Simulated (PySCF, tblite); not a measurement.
**C3H11FOSi2: geometry, infrared bands and NMR shifts**

Aim: predict the infrared bands and NMR shifts of C3H11FOSi2 (`CO[C@@](F)([SiH3])C[SiH3]`).

Computed with tblite 0.8.0 and PySCF 2.14.0, with density-fitted response routines of our own, on a single molecule in the gas phase. Atoms are numbered from 0 throughout.

### 1 Starting geometry

18 atoms, charge 0, multiplicity 1; geometry from: force field or distance geometry start.

Bonds of the start (Å): C0–O1 1.39, O1–C2 1.39, C2–F3 1.35, C2–Si4 1.89, C2–C5 1.53, C5–Si6 1.87, C0–H7 1.12, C0–H8 1.09, C0–H9 1.11, Si4–H10 1.46, Si4–H11 1.47, Si4–H12 1.47, C5–H13 1.12, C5–H14 1.10, Si6–H15 1.47, Si6–H16 1.46, Si6–H17 1.48.

### 2 Optimising the geometry with GFN2-xTB

What the job is given:

```
{"job": {"kind": "relax", "xc": "GFN2-xTB", "basis": "xTB"}, "charge": 0, "multiplicity": 1}
C      2.449700    -0.506300    -0.604600
O      1.632800     0.585600    -0.318800
C      0.457700     0.251700     0.337100
F      0.690900    -0.365600     1.517000
Si    -0.471100     1.878900     0.618000
C     -0.458800    -0.545800    -0.587400
Si    -2.074300    -1.009200     0.229700
H      2.739700    -1.050200     0.326900
H      2.049500    -1.190800    -1.354800
H      3.377400    -0.072000    -1.039300
H     -0.491900     2.620500    -0.644300
H     -1.860800     1.514600     0.930900
H      0.113600     2.624600     1.743400
H     -0.742700     0.101300    -1.459800
H      0.044900    -1.428800    -1.016100
H     -3.192300    -0.512600    -0.581900
H     -2.144300    -0.400900     1.557200
H     -2.128900    -2.488600     0.335200
```

On the command line:

```console
$ OMP_NUM_THREADS=1 python probes_run.py task.json out
```

The driver reads the jobs from task.json and runs them one after another.

**Question.** This job is followed by: GFN2-xTB harmonic vibrations, gas phase; GIAO PBE0/pcSseg-1 NMR shielding, non-relativistic, gas phase. Predict these results of the whole session: strongest single infrared mode (GFN2-xTB); zero-point energy (GFN2-xTB); ¹³C shifts against TMS (PBE0/pcSseg-1); ¹H shifts against TMS (PBE0/pcSseg-1, means over atoms taken as alike); ¹⁷O shifts against H2O (PBE0/pcSseg-1); ¹⁹F shifts against CFCl3 (PBE0/pcSseg-1); ²⁹Si shifts against TMS (PBE0/pcSseg-1).

As calculated:

| quantity | value |
| --- | --- |
| strongest single infrared mode (GFN2-xTB) | 2241 cm⁻¹, 376 km/mol |
| zero-point energy (GFN2-xTB) | 78.3 kcal/mol |
| ¹³C shifts against TMS (PBE0/pcSseg-1) | 122.8, 48.0, 18.0 ppm |
| ¹H shifts against TMS (PBE0/pcSseg-1, means over atoms taken as alike) | 3.98, 3.95, 3.65, 2.08, 0.95 ppm |
| ¹⁷O shifts against H2O (PBE0/pcSseg-1) | 91.2 ppm |
| ¹⁹F shifts against CFCl3 (PBE0/pcSseg-1) | -148.3 ppm |
| ²⁹Si shifts against TMS (PBE0/pcSseg-1) | -64.2, -75.4 ppm |

Relaxing lowered the energy by 0.587 eV in 170 steps; the close pair that moved most is C2–F3, from 1.352 to 1.416 Å. No mode is imaginary among the 48: a minimum at this level. The strongest single mode, at 2241 cm⁻¹, moves mainly H17. Unscaled tight-binding wavenumbers are off by several per cent, some by more. Its intensities can rank the bands wrongly. At PBE0/pcSseg-1: Shielding is most anisotropic at F3 (span 172 ppm, paramagnetic term -160 ppm).
